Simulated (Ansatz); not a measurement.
# CH2AlNO: the cost of one run

Program: Ansatz 0.2.0, Gaussian basis. Level of theory: the settings change from run to run. These are calculated values, not measurements.

### 1 The molecule

An earlier PBE0-D4 in a triple-zeta def2 set relaxation fixed the geometry.

6 atoms, charge 0, spin multiplicity 1.

Atoms are counted from 1 here; the program's logs count them from 0.

Bond lengths: O1–C2 1.166 Å, C2–N3 1.196 Å, N3–Al4 1.770 Å, Al4–H5 1.575 Å, Al4–H6 1.575 Å. Angles: O1–C2–N3 180.0°, C2–N3–Al4 179.7°, N3–Al4–H5 117.5°, N3–Al4–H6 117.5°, H5–Al4–H6 125.0°.

### 2 rPW86-PBE/aug-cc-pVTZ

Options: D3(BJ) dispersion, the search for lower states set to off.

Contents of in.yaml:

```yaml
crystal:
  periodic: [false, false, false]
  atoms:
    - {symbol: O, position_ang: [1.702251, -2.146667, 0.966292]}
    - {symbol: C, position_ang: [1.019684, -1.287664, 0.572523]}
    - {symbol: N, position_ang: [0.319596, -0.406854, 0.168291]}
    - {symbol: Al, position_ang: [-0.716086, 0.900750, -0.422488]}
    - {symbol: H, position_ang: [-1.263762, 0.785836, -1.894827]}
    - {symbol: H, position_ang: [-1.019683, 2.090499, 0.564109]}
basis:
  gaussian: {orbitals: aug-cc-pVTZ}
hamiltonian: {xc: {name: rPW86-PBE}, dispersion: d3bj}
scf: {lower_state_search: off}
output: {forces: true}
```

Command:

```bash
$ ansatz run in.yaml --threads 2 --pin off --events-out ev --progress --plain --max-ram 22528MiB --backend cpu
```

**Question.** How long does this run take on 2 threads of AMD EPYC 7R13, shared host, and how much memory does it need?

About 3.3 s, with a peak of 0.33 GiB.
